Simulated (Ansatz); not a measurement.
**SbHF2: up Jacob's ladder to CCSD(T)**

Aim: compute SbHF2 with functionals from several rungs and with coupled cluster. The yardstick is the atomisation energy at the CCSD(T) limit.

Method: functionals in def2-TZVPP, the program's frozen cores in correlated methods; program: Ansatz 0.2.0, Gaussian basis.

Plan: LDA (SPW92), PBE-D4, revPBE-D4, BLYP-D4, r2SCAN-D4, B97M-V, PBE0-D4, B3LYP-D4, r2SCANh-D4, r2SCAN0-D4, HSE06-D4, BHLYP-D4, CAM-B3LYP-D4, LC-ωPBE, ωB97X-V, ωB97M-V, B2PLYP, PBE-QIDH; CCSD(T)/def2-SVP; CCSD(T)/def2-TZVPP; CCSD(T)/def2-QZVPP; extrapolation to the limit; RPA on PBE.

## (1) The relaxed structure

All runs share one geometry, relaxed beforehand with PBE0-D4 in a triple-zeta def2 set. Sb takes the def2 core potential; no spin-orbit term is included.

SMILES `[F][SbH][F]`, 4 atoms, charge 0, spin multiplicity 1.

Atoms are counted from 1 here; the program's logs count them from 0.

Bond lengths: F1–Sb2 1.902 Å, Sb2–F3 1.902 Å, Sb2–H4 1.724 Å. Angles: F1–Sb2–F3 95.6°, F1–Sb2–H4 92.9°, F3–Sb2–H4 92.9°.

## (2) LDA

This LDA is Slater exchange with PW92 correlation.

Input file in.yaml:

```yaml
crystal:
  periodic: [false, false, false]
  atoms:
    - {symbol: F, position_ang: [1.118465, -0.685864, 0.970600]}
    - {symbol: Sb, position_ang: [-0.574266, -0.447223, 0.135817]}
    - {symbol: F, position_ang: [-0.605206, 1.446416, 0.315602]}
    - {symbol: H, position_ang: [0.116508, -0.373630, -1.442419]}
basis:
  gaussian: {orbitals: def2-TZVPP}
hamiltonian: {xc: lda}
output: {orbitals: {seedname: orbitals}}
```

Command:

```
$ ansatz run in.yaml --threads 2 --pin off --events-out ev --progress --plain --max-ram 32768MiB --backend cpu
```

After this run come: PBE-D4 (GGA); revPBE-D4 (GGA); BLYP-D4 (GGA); r2SCAN-D4 (meta-GGA); B97M-V (meta-GGA); PBE0-D4 (hybrid); B3LYP-D4 (hybrid); r2SCANh-D4 (hybrid); r2SCAN0-D4 (hybrid); HSE06-D4 (hybrid); BHLYP-D4 (hybrid); CAM-B3LYP-D4 (range-separated); LC-ωPBE (range-separated); ωB97X-V (range-separated); ωB97M-V (range-separated); B2PLYP (double hybrid); PBE-QIDH (double hybrid); CCSD(T) in def2-SVP; CCSD(T) in def2-TZVPP; CCSD(T) in def2-QZVPP; RPA on PBE orbitals.

Q: Predict the results of all the runs planned. Wanted: atomisation energy, CCSD(T)/CBS; farthest beyond LDA; mean size of error, GGA; mean size of error, meta-GGA; mean size of error, hybrid; mean size of error, range-separated; mean size of error, double hybrid; gap, smallest and largest; T1 diagnostic.

**Answer**, as computed:

```
                               quantity                                      value
        atomisation energy, CCSD(T)/CBS                              1146.6 kJ/mol
 functionals within 11.5 kJ/mol (1.0 %)            B3LYP-D4, CAM-B3LYP-D4, ωB97X-V
                    farthest beyond LDA                    BHLYP-D4 (-96.1 kJ/mol)
                mean size of error, GGA                                26.4 kJ/mol
           mean size of error, meta-GGA                                18.5 kJ/mol
             mean size of error, hybrid                                54.1 kJ/mol
    mean size of error, range-separated                                14.8 kJ/mol
      mean size of error, double hybrid                                50.5 kJ/mol
              gap, smallest and largest  4.48 eV (LDA (SPW92)), 11.34 eV (LC-ωPBE)
                          T1 diagnostic                                     0.0149
triples share of the correlation energy                                      2.8 %
```

What this shows: The LDA atomisation energy is off by 230.8 kJ/mol (20 %): it overbinds. PBE-D4 is off by +30.3 kJ/mol. Double hybrids carry the basis error of their MP2 part in triple zeta, and no dispersion term here, so their miss is partly the set-up's. By mean error the best rung here is range-separated (14.8 kJ/mol) and the worst beyond LDA is hybrid (54.1 kJ/mol). The gap between the best rungs is small, so their order is not settled. The mean of the hybrids holds BHLYP, with half exact exchange. Misses under about 11.5 kJ/mol are within the doubt on the reference itself, which lacks core-valence correlation, spin-orbit coupling and higher excitations, and its outer-core shells are covered unevenly. All levels share the lack of spin-orbit coupling, which lowers the free heavy atoms and so the true binding. Hartree-Fock recovers 58 % of the binding; the rest is correlation. CCSD(T) in def2-SVP is off by -185.4 kJ/mol, which most functionals beat. Orbital gaps span 4.5 to 11.3 eV; exact exchange widens them. Correlated methods include outer-core shells of Sb, which these sets cover unevenly.
